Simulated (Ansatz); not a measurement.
Run this with the Ansatz DFT code, driven from Python and show what comes out.

`ch5alos.xyz`
```text
9

C    -0.00440    0.74550   -1.23680
Al   -0.06930   -0.57180    0.20450
O     1.33710   -1.68760    0.41270
S    -1.77370   -0.70960    1.59320
H    -0.90640    0.60160   -1.94870
H    -0.14100    1.81970   -0.80750
H     0.92380    0.71730   -1.81260
H     2.00590   -1.18690    1.04270
H    -1.28360    0.22550    2.53540
```

Script `methods_ch5alos.py`:
```python
"""CH5AlOS at several levels of theory."""

import ansatz as az

SETTINGS = {
    "basis": "def2-SVP",
}


def main() -> None:
    geometry = az.Crystal.molecule_from_extxyz("ch5alos.xyz")

    calc = geometry.calculation().basis(gaussian=SETTINGS["basis"])

    methods = ["mp2", "ccsd", "ccsd_t"]
    batch = az.Session.batch([calc.correlation(m).input() for m in methods])
    reports = sorted(batch.plan().execute().molecular_reports, key=lambda each: each["member"])
    print(f"Hartree-Fock reference {reports[0]['reference_energy_ev'] / 27.211386246:.6f} Ha")
    best = reports[-1]["free_energy_ev"] - reports[-1]["reference_energy_ev"]
    for method, each in zip(methods, reports):
        gained = each["free_energy_ev"] - each["reference_energy_ev"]
        print(f"{method:8s} total {each['free_energy_ev'] / 27.211386246:.6f} Ha  correlation {gained:9.4f} eV  ({100 * gained / best:.1f} % of the last)")


if __name__ == "__main__":
    main()
```

`python methods_ch5alos.py` gives:
```text
Hartree-Fock reference -754.876173 Ha
mp2      total -755.408941 Ha  correlation  -14.4973 eV  (90.3 % of the last)
ccsd     total -755.451430 Ha  correlation  -15.6535 eV  (97.5 % of the last)
ccsd_t   total -755.466281 Ha  correlation  -16.0576 eV  (100.0 % of the last)
```

Total energies depend on the basis set; only differences at equal settings carry meaning. The geometry is a force-field or estimated start, not a minimum of this method, and the basis set is short of its limit. A lower total doesn't mark the better method: functionals have no common bound, and MP2 and coupled cluster aren't variational. Inner cores stay frozen, so this is valence correlation.
